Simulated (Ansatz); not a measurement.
Turn this script for Ansatz 0.2.0, Python API into the input file that the command-line program reads.

The script, `ch9alsi2_energy.py`:
```python
"""Electronic structure of the CH9AlSi2 molecule."""

import ansatz as az


def main() -> None:
    geometry_ang = [
        ("C", [-1.1205, 2.1223, -0.4329]),
        ("Si", [-0.4907, 0.9964, 0.8402]),
        ("Al", [1.1296, -0.367, -0.1581]),
        ("Si", [0.9471, -2.6986, -0.1759]),
        ("H", [-0.3472, 2.795, -0.8568]),
        ("H", [-1.9465, 2.8262, 0.0148]),
        ("H", [-1.5896, 1.5848, -1.2707]),
        ("H", [-1.5336, 0.1714, 1.354]),
        ("H", [0.1112, 1.7895, 1.9836]),
        ("H", [2.4653, 0.2898, -0.7736]),
        ("H", [0.8395, -3.1829, -1.5429]),
        ("H", [-0.3794, -3.0391, 0.5011]),
        ("H", [1.9352, -3.3225, 0.5319]),
    ]
    geometry = az.Crystal.molecule()
    for symbol, xyz in geometry_ang:
        geometry = geometry.atom(symbol, xyz)

    job = (
        geometry.calculation()
        .basis(gaussian="def2-TZVPP")
        .functional("blyp", dispersion="d3bj")
    )
    out = job.run(threads=1, backend="cpu")
    report = out.report

    for key in ("converged", "free_energy_ev", "reference_energy_ev", "n_frozen", "n_occupied", "n_virtual"):
        print(f"{key:22s} {report[key]}")


if __name__ == "__main__":
    main()
```

```console
$ python ch9alsi2_energy.py
converged              True
free_energy_ev         -23535.43735892181
reference_energy_ev    -23534.816506577983
n_frozen               0
n_occupied             [28, 28]
n_virtual              [255, 255]
```

`input.yaml`:
```yaml
crystal:
  periodic: [false, false, false]
  atoms:
    - { symbol: C, position_ang: [-1.1205, 2.1223, -0.4329] }
    - { symbol: Si, position_ang: [-0.4907, 0.9964, 0.8402] }
    - { symbol: Al, position_ang: [1.1296, -0.367, -0.1581] }
    - { symbol: Si, position_ang: [0.9471, -2.6986, -0.1759] }
    - { symbol: H, position_ang: [-0.3472, 2.795, -0.8568] }
    - { symbol: H, position_ang: [-1.9465, 2.8262, 0.0148] }
    - { symbol: H, position_ang: [-1.5896, 1.5848, -1.2707] }
    - { symbol: H, position_ang: [-1.5336, 0.1714, 1.354] }
    - { symbol: H, position_ang: [0.1112, 1.7895, 1.9836] }
    - { symbol: H, position_ang: [2.4653, 0.2898, -0.7736] }
    - { symbol: H, position_ang: [0.8395, -3.1829, -1.5429] }
    - { symbol: H, position_ang: [-0.3794, -3.0391, 0.5011] }
    - { symbol: H, position_ang: [1.9352, -3.3225, 0.5319] }
basis:
  gaussian: { orbitals: def2-TZVPP }
hamiltonian:
  xc: blyp
  dispersion: d3bj
```

Launched from the shell:
```console
$ ansatz run input.yaml --threads 1 --pin off --max-ram 4096MiB --backend cpu --events-out ev --progress --plain --runs-dir out
Engine: ansatz 0.2.0, aarch64-unknown-linux-gnu
Functional definition: BLYP
  parameter beta = 0.0042
  parameter a = 0.04918
  parameter b = 0.132
  parameter c = 0.2533
  parameter d = 0.349
  exchange = b88_x(beta = beta)
  correlation = lyp_c(a = a, b = b, c = c, d = d)
1556 factors; their error is unknown
mean field evaluation 1: about -23523.7389 eV, gradient 6.6e1 eV
mean field evaluation 2: about -23492.3774 eV, gradient 1.1e2 eV
mean field evaluation 4: about -23534.6809 eV, gradient 7.9e0 eV
mean field evaluation 8: about -23534.8602 eV, gradient 1.8e-1 eV
mean field evaluation 16: about -23534.8160 eV, gradient 3.7e-4 eV
mean field -23534.81602891 eV, -864.8885365913 hartree, gradient 2.1e-5 eV, S^2 0.000000; 0 other end points of the search recorded, 0 dependent functions left out
reference -23534.81650658 eV, -864.8885541452 hartree; 28, 28 occupied and 255, 255 virtual orbitals, 1556 factors
Total energy: -23535.43735892 eV, -864.9113700480 hartree
```

Notes:
- Total energies depend on the basis set; only differences at equal settings carry meaning.
- The geometry is a force-field or estimated start, not a minimum of this method, and the basis set is short of its limit.
- Total less reference energy is the dispersion correction.
- Timing: 8.5 s on 1 thread of Arm Neoverse V2 (shared host), peak memory 0.45 GiB.

(Lines on the test bed's own set-up are left out of the output.)
